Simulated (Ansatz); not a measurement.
**TePd: an axial (c/a) deformation path**

This session takes TePd and sets out to follow an axial (c/a) deformation at fixed volume.

Method: DFT PBEsol, scalar-relativistic, plane waves, PAW, in Ansatz 0.2.0.

**1. The system as given**

It takes space group P6_3/mmc (No. 194, hexagonal). Conventional cell: a = 4.152 Å, b = 4.152 Å, c = 5.672 Å, α = 90.00°, β = 90.00°, γ = 120.00°. Around Te (site symmetry -6m2) lie 6 Pd at 2.79 Å. Pd (site symmetry -3m) has 6 Te at 2.79 Å and 2 Pd at 2.84 Å in its first shell of neighbours.

Structure file:

```xyz
4
Lattice="4.1521 0.0000 0.0000 -2.0760 3.5958 0.0000 0.0000 0.0000 5.6719" Properties=species:S:1:pos:R:3 pbc="T T T"
Te    0.0000    2.3972    1.4180
Te    2.0760    1.1986    4.2539
Pd    0.0000    0.0000    0.0000
Pd    0.0000    0.0000    2.8359
```

The cell is taken as given, not relaxed at this level.

**2. The undisturbed cell**

Contents of input.yaml:

```yaml
crystal:
  lattice:
    - [4.1520982337, 0.0, 0.0]
    - [-2.0760491169, 3.5958225494, 0.0]
    - [0.0, 0.0, 5.6719]
  atoms:
    - { symbol: Te, position: [0.3333333333, 0.6666666667, 0.25] }
    - { symbol: Te, position: [0.6666666667, 0.3333333333, 0.75] }
    - { symbol: Pd, position: [0.0, 0.0, 0.0] }
    - { symbol: Pd, position: [0.0, 0.0, 0.5] }
basis:
  ecutwfc: 420
kpoints:
  mp_grid: { grid: [12, 12, 10] }
hamiltonian:
  xc: pbesol
scf:
  occupations: { method: gaussian, width: 0.15 }
output:
  forces: true
  stress: true
  eigenvalues: true
  write_density: true
  write_potential: true
  elf: true
  volumetric_format: npy
```

On the command line:

```console
$ ansatz run input.yaml --threads 1 --pin off --max-ram 2560MiB --backend cpu --events-out ev --progress --plain --runs-dir out
```

**3. Next: an axial (c/a) deformation path**

At fixed volume and fractional coordinates, lengths along (0.000, 0.000, 1.000) are scaled against those across it; ρ is that ratio over its starting value.

**4. Point ρ = 0.850**

input.yaml, as its differences from that of step 2:

```diff
@@ -2,5 +2,5 @@
   lattice:
-    - [4.1520982337, 0.0, 0.0]
-    - [-2.0760491169, 3.5958225494, 0.0]
-    - [0.0, 0.0, 5.6719]
+    - [4.3832338832, 0.0, 0.0]
+    - [-2.1916169416, 3.7959918936, 0.0]
+    - [0.0, 0.0, 5.0894929343]
   atoms:
@@ -22,5 +22 @@
   eigenvalues: true
-  write_density: true
-  write_potential: true
-  elf: true
-  volumetric_format: npy
```

**5. ρ = 1.200**

input.yaml, as its differences from that of step 4:

```diff
@@ -2,5 +2,5 @@
   lattice:
-    - [4.3832338832, 0.0, 0.0]
-    - [-2.1916169416, 3.7959918936, 0.0]
-    - [0.0, 0.0, 5.0894929343]
+    - [3.9072740334, 0.0, 0.0]
+    - [-1.9536370167, 3.3837985724, 0.0]
+    - [0.0, 0.0, 6.4049547027]
   atoms:
```

**6. ρ = 0.920**

input.yaml, as its differences from that of step 5:

```diff
@@ -2,5 +2,5 @@
   lattice:
-    - [3.9072740334, 0.0, 0.0]
-    - [-1.9536370167, 3.3837985724, 0.0]
-    - [0.0, 0.0, 6.4049547027]
+    - [4.269119819, 0.0, 0.0]
+    - [-2.1345599095, 3.697166215, 0.0]
+    - [0.0, 0.0, 5.3652148362]
   atoms:
```

**7. Point ρ = 1.100**

input.yaml, as its differences from that of step 6:

```diff
@@ -2,5 +2,5 @@
   lattice:
-    - [4.269119819, 0.0, 0.0]
-    - [-2.1345599095, 3.697166215, 0.0]
-    - [0.0, 0.0, 5.3652148362]
+    - [4.022259241, 0.0, 0.0]
+    - [-2.0111296205, 3.4833786833, 0.0]
+    - [0.0, 0.0, 6.0439893267]
   atoms:
@@ -22 +22,5 @@
   eigenvalues: true
+  write_density: true
+  write_potential: true
+  elf: true
+  volumetric_format: npy
```

**8. Point ρ = 0.960**

input.yaml, as its differences from that of step 7:

```diff
@@ -2,5 +2,5 @@
   lattice:
-    - [4.022259241, 0.0, 0.0]
-    - [-2.0111296205, 3.4833786833, 0.0]
-    - [0.0, 0.0, 6.0439893267]
+    - [4.2089833605, 0.0, 0.0]
+    - [-2.1044916803, 3.6450865143, 0.0]
+    - [0.0, 0.0, 5.5196226398]
   atoms:
@@ -22,5 +22 @@
   eigenvalues: true
-  write_density: true
-  write_potential: true
-  elf: true
-  volumetric_format: npy
```

**9. ρ = 1.050**

input.yaml, as its differences from that of step 8:

```diff
@@ -2,5 +2,5 @@
   lattice:
-    - [4.2089833605, 0.0, 0.0]
-    - [-2.1044916803, 3.6450865143, 0.0]
-    - [0.0, 0.0, 5.5196226398]
+    - [4.0851171946, 0.0, 0.0]
+    - [-2.0425585973, 3.5378152679, 0.0]
+    - [0.0, 0.0, 5.859421829]
   atoms:
```

**10. ρ = 0.800**

input.yaml, as its differences from that of step 9:

```diff
@@ -2,5 +2,5 @@
   lattice:
-    - [4.0851171946, 0.0, 0.0]
-    - [-2.0425585973, 3.5378152679, 0.0]
-    - [0.0, 0.0, 5.859421829]
+    - [4.4727122356, 0.0, 0.0]
+    - [-2.2363561178, 3.8734824198, 0.0]
+    - [0.0, 0.0, 4.8878952474]
   atoms:
@@ -22 +22,5 @@
   eigenvalues: true
+  write_density: true
+  write_potential: true
+  elf: true
+  volumetric_format: npy
```

**11. Point ρ = 1.300**

input.yaml, as its differences from that of step 10:

```diff
@@ -2,5 +2,5 @@
   lattice:
-    - [4.4727122356, 0.0, 0.0]
-    - [-2.2363561178, 3.8734824198, 0.0]
-    - [0.0, 0.0, 4.8878952474]
+    - [3.8044028857, 0.0, 0.0]
+    - [-1.9022014429, 3.2947095452, 0.0]
+    - [0.0, 0.0, 6.7560180339]
   atoms:
@@ -22,5 +22 @@
   eigenvalues: true
-  write_density: true
-  write_potential: true
-  elf: true
-  volumetric_format: npy
```

(Steps that only read results are left out.)

**Question.** What will these runs give? Wanted: highest point.

The runs gave:

| quantity | value |
| --- | --- |
| highest point | 235.3 meV/atom at ρ = 0.800 |

In words: No sampled point lies below the undisturbed cell. No sampled point inside the path is a dip, apart from those named. The runs treat Te without spin-orbit coupling.
